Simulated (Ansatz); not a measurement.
# HfH2 (singlet): wave-function methods side by side at scale of all distances = 1.277, def2-SVP

One table from this session's results is given with a row withheld; the runs are named, their logs left out.

Method: def2-SVP, core rule «outside noble gas», up to 4 orbitals frozen; program: Ansatz 0.2.0, Gaussian basis.

To be run: UHF; CCSD(T) on RHF; CCSD(T) on UHF; CISD; CCSDT(Q) on RHF; CCSDT(Q) on UHF; CASSCF and MRCISD+Q, 2 electrons in 2 orbitals; CASSCF and NEVPT2, 2 electrons in 2 orbitals; Full CI.

16 further runs of the same task are left out: 8 for a known fault of the program, 6 that didn't finish, 2 set aside as unsound or not needed.

## The geometry

The geometry derives from a PBE0/def2-TZVP stationary point (not a proven minimum). All distances are scaled together. No spin-orbit coupling is included. Elements past krypton take def2 core potentials.

3 atoms, charge 0, spin multiplicity 1.

Atoms are counted from 1 here; the program's logs count them from 0.

Bond lengths: Hf1–H2 2.441 Å, Hf1–H3 2.441 Å. Angles: H2–Hf1–H3 180.0°.

The first run:

in.yaml

```yaml
crystal:
  periodic: [false, false, false]
  atoms:
    - {symbol: Hf, position_ang: [0.000000, 0.000000, 0.000000]}
    - {symbol: H, position_ang: [0.000000, 0.000000, -2.441369]}
    - {symbol: H, position_ang: [0.000000, 0.000000, 2.441369]}
basis:
  gaussian: {orbitals: def2-SVP}
magnetization: {spin_polarized: true, initial_magnetization: 0}
hamiltonian: {xc: hf}
output: {orbitals: {seedname: orbitals}}
```

Command:

```sh
$ ansatz run in.yaml --threads 1 --pin off --events-out ev --progress --plain --max-ram 2393MiB
```

Among the steps run: UHF; CCSD(T) on RHF; CCSD(T) on UHF; CISD; CCSDT(Q) on RHF; CCSDT(Q) on UHF; CASSCF and MRCISD+Q, 2 electrons in 2 orbitals; CASSCF and NEVPT2, 2 electrons in 2 orbitals; Full CI.

One of the session's tables, all rows but one given; the rest of the session is left out.

```
       method  from FCI (meV)
          RHF         +3004.0
          UHF         +2303.2
         RMP2         +1057.3
         UMP2          +731.1
         CISD          +392.5
        RCCSD          +150.1
        UCCSD           +70.4
     RCCSD(T)           +49.9
     UCCSD(T)           +14.1
       RCCSDT            +2.6
       UCCSDT           -16.9
    RCCSDT(Q)            -0.9
    UCCSDT(Q)           -19.3
  CASSCF pair               ?
  NEVPT2 pair          +902.5
  MRCISD pair          +286.3
MRCISD+Q pair           +51.0
          FCI               0
```

Q: Estimate the row for CASSCF pair from the others.

As computed: from FCI (meV): +2517.0. In the column «from FCI (meV)» it lies between UHF (+2303.2) and RHF (+3004.0).

Among the levels timed on like hardware and quicker than the yardstick, those that no quicker one beats, quickest first: NEVPT2 pair (0.39 s, +902.5 meV); MRCISD+Q pair (0.51 s, +51.0 meV); RCCSD(T) (0.69 s, +49.9 meV); RCCSDT(Q) (1.7 s, -0.9 meV). Runs this short are mostly start-up, so their order is noise.

The program flags UCCSDT(Q) as in doubt (see the logs), so those rows may rest on another solution; read them beside their warnings.

To keep in mind: The determinant is far from a pure spin state, so its energy mixes those of several spin states (harmless only where they are near-degenerate, as at dissociation). The yardstick is full CI for this spin, exact in this basis with these frozen cores. The program flags UCCSDT(Q) as in doubt, so those rows may rest on another solution; read them beside their warnings. UCCSDT, UCCSDT(Q) fall below full CI: unrestricted runs freeze a spin-polarised core, another one than full CI's, and coupled cluster isn't variational. Of the multireference levels listed MRCISD+Q pair comes nearest in total energy (+51.0 meV), which doesn't show that its space is the better one. Restricted and unrestricted rows rest on different reference determinants; where their highest levels disagree by more than a few hundredths of an eV, they describe different states and don't form one ladder. Warnings in the runs' records: other amplitudes.
